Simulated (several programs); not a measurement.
Ba₂TeSe (ordering on rocksalt) from semi-empirical methods to plane-wave DFT

Ba₂TeSe, ordered on the rocksalt lattice (R-3m) with 4 atoms a cell, relaxed with r2SCAN in Ansatz, was computed with several methods. The symmetry is R-3m (No. 166, trigonal); a = 4.840 Å, c = 23.795 Å in the conventional setting, 40.23 Å³ an atom. Se is surrounded by 6 Ba at 3.36 Å; Te is surrounded by 6 Ba at 3.49 Å; Ba is surrounded by 3 Se at 3.36 Å and 3 Te at 3.49 Å. No spin polarisation. The prototype was imposed, so other structures may be more stable.

```xyz
4
Lattice="2.4201 1.3973 7.9317 -2.4201 1.3973 7.9317 0.0000 -2.7945 7.9317" Properties=species:S:1:pos:R:3 pbc="T T T"
Se    2.4201    1.3973    7.9317
Te    0.0000    0.0000   11.8975
Ba    0.0000    0.0000    6.0648
Ba    0.0000    0.0000   17.7303
```

Gaps and times are for a single point on this cell; volume and bulk modulus come from each method's own relaxation or energy curve at fixed shape, which is too stiff where a cell has free coordinates or axes. Times are rough, from shared hosts (Arm Neoverse V1), and each method has its own mesh and cell size. A double dagger marks a value from a curve with shape and coordinates held. PM6 (MOPAC), PM7 (MOPAC) treat a cluster of cells at its zone centre, which samples few k points: where these miss a band edge, the gap comes out too large for that reason alone. Gaps from k meshes are read at a limited set of points (mesh, symmetry points, PBE's band edges), so each method's own least gap may be somewhat smaller. xTB and the PM methods were fitted mostly to molecules, and can miss a solid's gap by electronvolts. Minimal bases can be far off for gaps. PBE/DZVP lies far from plane-wave PBE here, an effect of basis or sampling. Times of the plane-wave ladder aren't listed, since it ran on unlike processors and cards. GLLB-SC's gap includes the derivative discontinuity. G0W0 is at finite bands, cutoff and mesh. d marks a direct gap, i an indirect one (no mark: not told apart), a dash a value that wasn't computed or didn't pass its checks.

```tsv
method	kind	gap (eV)	own volume (Å³/atom)	bulk modulus (GPa)	atoms computed	processor time
PM7 (MOPAC)	semi-empirical	3.59	–	–	cluster	1 s
light PBE (260 eV and a coarse mesh)	light plane-wave	1.65 i	–	–	4	1.9 s
PBE	semilocal	1.70 i	40.34	32‡	4	–
r2SCAN	semilocal	2.05 i	40.23	34‡	4	–
PBE/SZV (CP2K)	small basis	1.33 d	–	–	4	32 s
PBE/single zeta (GPAW)	small basis	1.66 i	–	–	4	38 s
PBE/DZVP (CP2K)	small basis	2.18 i	41.36‡	32‡	4	51 s
PM6 (MOPAC)	semi-empirical	2.06	–	–	cluster	52 s
PBE+SOC	semilocal	1.47 i	–	–	4	–
GLLB-SC (GPAW)	model potential	3.46	–	–	4	3.2 min
PBE0	hybrid	3.09 i	–	–	4	–
HSE06	hybrid	2.43 i	–	–	4	–
G0W0@PBE (140 eV screening cutoff)	many-body	2.79	–	–	4	–
```

Against HSE06 (2.43 eV) and with closed or daggered gaps left aside, the nearest gap at the points sampled is that of PBE/DZVP (CP2K) (-0.25 eV) and the farthest that of PM7 (MOPAC) (+1.16 eV). HSE06 is only a yardstick of convenience, and nearness to it can be luck.

Volumes against r2SCAN's: PBE +0.3 %.

Runs without a result: GFN1-xTB (tblite) (single point), GFN2-xTB (tblite) (single point).

Only the rows marked +SOC include spin-orbit coupling.
